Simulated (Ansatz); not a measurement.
# Ta2Mo: the cost of one run

Computed with Ansatz 0.2.0 (DFT PBE, scalar-relativistic, plane waves, PAW, unless a step's input says otherwise).

**1. The system as given**

Symmetry: I4/mmm, No. 139, tetragonal system. Conventional cell: a = 3.966 Å, b = 3.966 Å, c = 5.301 Å, α = 90.00°, β = 90.00°, γ = 90.00°. Ta (site symmetry -4m2) has 4 Mo at 2.39 Å and 2 Ta at 2.65 Å in its first shell of neighbours. Mo (site symmetry 4/mmm) has 8 Ta at 2.39 Å in its first shell of neighbours.

Coordinates:

```xyz
3
Lattice="-1.9832 1.9832 2.6503 1.9832 -1.9832 2.6503 1.9832 1.9832 -2.6503" Properties=species:S:1:pos:R:3 pbc="T T T"
Ta    0.0000    1.9832    1.3252
Ta    1.9832    0.0000    1.3252
Mo    0.0000    0.0000    0.0000
```

The cell is invented: species swapped into a database cell of TiH2 (I4/mmm, No. 139), with Mo on the Ti sites and Ta on the H sites. The dimensions are guesses.

**2. A first look at the guess**

File input.yaml:

```yaml
crystal:
  lattice:
    - [-1.98322697, 1.98322697, 2.65030681]
    - [1.98322697, -1.98322697, 2.65030681]
    - [1.98322697, 1.98322697, -2.65030681]
  atoms:
    - { symbol: Ta, position: [0.75, 0.25, 0.5] }
    - { symbol: Ta, position: [0.25, 0.75, 0.5] }
    - { symbol: Mo, position: [0.0, 0.0, 0.0] }
basis:
  ecutwfc: 420
kpoints:
  mp_grid: { grid: [6, 6, 6] }
hamiltonian:
  xc: pbe
scf:
  occupations: { method: gaussian, width: 0.1 }
  lower_state_search: "off"
output:
  forces: true
  stress: true
  eigenvalues: true
```

Launch:

```bash
$ ansatz run input.yaml --threads 1 --pin off --max-ram 2560MiB --backend cpu --events-out ev --progress --plain --runs-dir out
```

**Question.** How long does this run take on 1 thread of Intel Xeon 6975P-C (Granite Rapids), shared host, and how much memory does it need?

About 1.6 s, with a peak of 0.39 GiB.
